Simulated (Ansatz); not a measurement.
# SbHBr2: a ladder of functionals and wavefunction methods

An exercise on one series of results from a longer session: the logs are not shown, and one member is left open.

Program: Ansatz 0.2.0, Gaussian basis. Level of theory: functionals in def2-TZVPP, the program's frozen cores in correlated methods. These are calculated values, not measurements.

The runs, in order: LDA (SPW92), PBE-D4, revPBE-D4, BLYP-D4, r2SCAN-D4, B97M-V, PBE0-D4, B3LYP-D4, r2SCANh-D4, r2SCAN0-D4, HSE06-D4, BHLYP-D4, CAM-B3LYP-D4, LC-ωPBE, ωB97X-V, ωB97M-V, B2PLYP, PBE-QIDH; CCSD(T)/def2-SVP; CCSD(T)/def2-TZVPP; MP2/def2-QZVPP; extrapolation to the limit; RPA on PBE.

### The relaxed structure

The geometry comes from an earlier relaxation with PBE0-D4 in a triple-zeta def2 set; it is a stationary point. Sb takes the def2 core potential; no spin-orbit term is included.

4 atoms, charge 0, spin multiplicity 1.

Atoms are counted from 1 here; the program's logs count them from 0.

Bond lengths: Br1–Sb2 2.504 Å, Sb2–Br3 2.504 Å, Sb2–H4 1.715 Å. Angles: Br1–Sb2–Br3 100.0°, Br1–Sb2–H4 92.8°, Br3–Sb2–H4 92.8°.

The first run:

in.yaml reads:

```yaml
crystal:
  periodic: [false, false, false]
  atoms:
    - {symbol: Br, position_ang: [-2.112981, 0.124431, -0.155439]}
    - {symbol: Sb, position_ang: [0.290393, -0.025519, -0.843268]}
    - {symbol: Br, position_ang: [1.162361, -1.545615, 0.945806]}
    - {symbol: H, position_ang: [0.715827, 1.386404, 0.032600]}
basis:
  gaussian: {orbitals: def2-TZVPP}
hamiltonian: {xc: lda}
output: {orbitals: {seedname: orbitals}}
```

Started as:

```sh
> ansatz run in.yaml --threads 2 --pin off --events-out ev --progress --plain --max-ram 4352MiB
```

Steps of the session up to this table: LDA; PBE-D4 (GGA); revPBE-D4 (GGA); BLYP-D4 (GGA); r2SCAN-D4 (meta-GGA); B97M-V (meta-GGA); B3LYP-D4 (hybrid); r2SCANh-D4 (hybrid); r2SCAN0-D4 (hybrid); HSE06-D4 (hybrid); BHLYP-D4 (hybrid); CAM-B3LYP-D4 (range-separated); LC-ωPBE (range-separated); ωB97X-V (range-separated); ωB97M-V (range-separated); B2PLYP (double hybrid); PBE-QIDH (double hybrid).

One of the session's tables, all rows but one given; the rest of the session is left out.

It belongs to the step «Orbital energies across the functionals». 

| functional | HOMO (eV) | LUMO (eV) | gap (eV) |
| --- | --- | --- | --- |
| LDA (SPW92) | -6.76 | -3.12 | 3.64 |
| PBE-D4 | -6.62 | -2.86 | 3.76 |
| revPBE-D4 | -6.57 | -2.77 | 3.80 |
| BLYP-D4 | -6.47 | -2.76 | 3.71 |
| r2SCAN-D4 | -6.92 | -2.73 | 4.19 |
| B97M-V | -6.92 | -2.62 | 4.31 |
| PBE0-D4 | -7.74 | -2.12 | 5.61 |
| B3LYP-D4 | ? | ? | ? |
| r2SCANh-D4 | -7.32 | -2.45 | 4.87 |
| r2SCAN0-D4 | -7.93 | -2.05 | 5.88 |
| HSE06-D4 | -7.35 | -2.49 | 4.86 |
| BHLYP-D4 | -8.71 | -1.30 | 7.40 |
| CAM-B3LYP-D4 | -8.97 | -1.18 | 7.79 |
| LC-ωPBE | -10.23 | -0.10 | 10.13 |
| ωB97X-V | -9.92 | -0.18 | 9.74 |
| ωB97M-V | -9.79 | -0.31 | 9.48 |

**Question.** Estimate the row for B3LYP-D4.

Worked estimate for «HOMO (eV)». Against the share of exact exchange, BLYP-D4 (0, -6.47), BHLYP-D4 (0.5, -8.71) give a slope of -4.48 per unit share; at 0.2 the line stands at -7.37.

**Answer.** HOMO (eV): -7.53; LUMO (eV): -2.34; gap (eV): 5.19. In «HOMO (eV)» the line misses by +0.16.
